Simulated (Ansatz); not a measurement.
**Y: pressure against volume**

An exercise on one series of results from a longer session: the logs are not shown, and one member is left open.

Computed with Ansatz 0.2.0 (DFT LDA, scalar-relativistic, unless a step's input says otherwise).

**The starting structure**

The structure is cubic, space group Fm-3m (No. 225). The conventional cell has a = 4.970 Å, b = 4.970 Å, c = 4.970 Å, α = 90.00°, β = 90.00°, γ = 90.00°. Around Y (site symmetry m-3m) lie 12 Y at 3.51 Å.

As a file:

```cif
data_structure
_symmetry_space_group_name_H-M 'Fm-3m'
_symmetry_Int_Tables_number 225
_cell_length_a 4.9700
_cell_length_b 4.9700
_cell_length_c 4.9700
_cell_angle_alpha 90.000
_cell_angle_beta 90.000
_cell_angle_gamma 90.000
_cell_volume 122.76
loop_
_atom_site_label
_atom_site_type_symbol
_atom_site_symmetry_multiplicity
_atom_site_Wyckoff_symbol
_atom_site_fract_x
_atom_site_fract_y
_atom_site_fract_z
_atom_site_occupancy
Y1 Y 4 a 0.00000 0.00000 0.00000 1
```

The file gives the conventional cell by its symmetry; the runs use the cell typed in the input.

The first run:

The input, input.yaml:

```yaml
crystal:
  lattice:
    - [0.0, 2.4342714802, 2.4342714802]
    - [2.4342714802, 0.0, 2.4342714802]
    - [2.4342714802, 2.4342714802, 0.0]
  atoms:
    - { symbol: "Y", position: [0.0, 0.0, 0.0] }
kpoints:
  mp_grid: { grid: [13, 13, 13] }
  band_path:
    path:
      - [0.0, 0.0, 0.0]
      - [0.5, 0.0, 0.5]
      - [0.625, 0.25, 0.625]
      - [0.375, 0.375, 0.75]
      - [0.0, 0.0, 0.0]
      - [0.5, 0.5, 0.5]
      - [0.5, 0.25, 0.75]
      - [0.5, 0.0, 0.5]
    npoints: 5
scf:
  occupations: { method: fermi_dirac, width: 0.05 }
hamiltonian:
  xc: lda
  pseudopotentials: { kind: all_electron, lapw: { basis_error: 0.001 } }
output:
  forces: true
  stress: true
  eigenvalues: true
```

Command:

```console
$ ansatz run input.yaml --threads 1 --pin off --max-ram 3072MiB --backend cpu --events-out ev --progress --plain --runs-dir out
```

Among the steps run: Volume × 0.94, LAPW; Volume × 0.94, PAW; Volume × 0.94, crystal datasets; Volume × 0.98, LAPW; Volume × 0.98, PAW; Volume × 0.98, crystal datasets; Volume × 1.01, LAPW; Volume × 1.01, PAW; Volume × 1.01, crystal datasets; Volume × 1.04, LAPW; Volume × 1.04, PAW; Volume × 1.04, crystal datasets.

One of the session's tables, all rows but one given; the rest of the session is left out.

| method | volume (Å³/atom) | pressure (GPa) |
| --- | --- | --- |
| LAPW | 28.849 | 0.99 |
| LAPW | 30.077 | -0.91 |
| LAPW | 30.998 | -2.13 |
| LAPW | 31.919 | -3.19 |
| PAW | 28.849 | 0.99 |
| PAW | 30.077 | -0.91 |
| PAW | 30.998 | ? |
| PAW | 31.919 | -3.19 |
| crystal datasets | 28.849 | 0.99 |
| crystal datasets | 30.077 | -0.91 |
| crystal datasets | 30.998 | -2.13 |
| crystal datasets | 31.919 | -3.19 |

Estimate the missing values for PAW, 30.998.

The run gave: pressure (GPa): -2.12. In the column «pressure (GPa)» it lies between crystal datasets, 30.998 (-2.13) and LAPW, 30.077 (-0.91).

To keep in mind: Warnings in the runs' records: gradients without spin orbit, crystal datasets made.
